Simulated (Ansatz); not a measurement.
Debugging a comparison of enthalpies under pressure of two structures of MgS (Ansatz 0.2.0, Python API).

Script `mgs.py`:
```python
"""Pressure at which two phases of MgS cross."""

import warnings

import ansatz as az
import numpy as np


def solve(name, crystal, pressure=0.0):
    calc = (
        crystal.calculation()
        .functional("r2SCAN")
        .basis(500)
        .k_points(spacing=0.3)
        .occupations("fixed")
    )
    calc = calc.relax(force_tolerance=0.03, max_steps=30, cell=True, pressure=pressure)
    return calc.run(threads=1, backend="cpu")


def volume_per_atom(outcome):
    return abs(np.linalg.det(outcome.lattice.cell_ang)) / len(outcome.lattice.sites)

warnings.simplefilter("ignore", az.DeckWarning)

phases = {}
fm_3m = (
    az.Lattice.of([0.0, 2.60165, 2.60165], [2.60165, 0.0, 2.60165], [2.60165, 2.60165, 0.0])
    .atom("Mg", [0.0, 0.0, 0.0])
    .atom("S", [0.5, 0.5, 0.5])
)
phases["Fm-3m"] = fm_3m
f_43m = (
    az.Lattice.fcc(5.66624)
    .space_group(216)
    .atom("Mg", [0.0, 0.0, 0.0])
    .atom("S", [0.25, 0.25, 0.25])
    .primitive()
)
phases["F-43m"] = f_43m

# H = E + PV, with 1 eV per cubic angstrom equal to 160.2 GPa
pressures = [0, 10, 20, 30]
enthalpy, volume = {name: [] for name in phases}, {name: [] for name in phases}
for p in pressures:
    for name, crystal in phases.items():
        o = solve(name, crystal, pressure=p)
        volume[name].append(volume_per_atom(o))
        enthalpy[name].append(o.report["energy_sigma0_ev"] / len(o.lattice.sites) + p * volume[name][-1] / 160.21766)
gap = np.array(enthalpy["F-43m"]) - np.array(enthalpy["Fm-3m"])
rows = [(p, va, vb, 1000 * d) for p, va, vb, d in zip(pressures, volume["Fm-3m"], volume["F-43m"], gap)]
print("| P (GPa) | V Fm-3m (A^3/atom) | V F-43m (A^3/atom) | H(F-43m) - H(Fm-3m) (meV/atom) |")
print("| --- | --- | --- | --- |")
for row in rows:
    print(f"| {row[0]:d} | {row[1]:.3f} | {row[2]:.3f} | {row[3]:+.1f} |")
crossings = [p0 - g0 * (p1 - p0) / (g1 - g0) for p0, p1, g0, g1 in zip(pressures, pressures[1:], gap, gap[1:]) if g0 * g1 < 0]
print("crossing near", [round(float(p), 1) for p in crossings], "GPa") if crossings else print("no crossing in this range")
```

```console
$ python mgs.py
Traceback (most recent call last):
  File "mgs.py", line 47, in <module>
    o = solve(name, crystal, pressure=p)
  File "mgs.py", line 14, in solve
    .k_points(spacing=0.3)
     ^^^^^^^^
AttributeError: 'Calculation' object has no attribute 'k_points'. Did you mean: 'kpoints'?
```

Why does it end like this?

The fault: the chain has no step of that name. Mended:

```diff
--- before
+++ after
@@ -13,3 +13,3 @@
         .basis(500)
-        .k_points(spacing=0.3)
+        .kpoints(spacing=0.3)
         .occupations("fixed")
```

After the fix:

```console
$ python mgs.py
| P (GPa) | V Fm-3m (A^3/atom) | V F-43m (A^3/atom) | H(F-43m) - H(Fm-3m) (meV/atom) |
| --- | --- | --- | --- |
| 0 | 17.609 | 22.704 | +31.2 |
| 10 | 15.900 | 19.946 | +311.6 |
| 20 | 14.771 | 18.274 | +545.8 |
| 30 | 13.927 | 17.081 | +752.9 |
no crossing in this range
```

Notes:
- At a fixed pressure a relaxation lowers the enthalpy F + PV, while F alone can rise.
- The cells come from databases of deposited and of computed structures, and not all need be stable phases.
- Only these two structures are compared, at zero temperature and with their symmetry kept; either may be hypothetical, and another phase may be lower than both. Differences under 10 to 15 meV an atom lie within the error of mesh and functional.
- Timing: 57 s on 1 thread of Arm Neoverse V2 (shared host), peak memory 0.49 GiB.
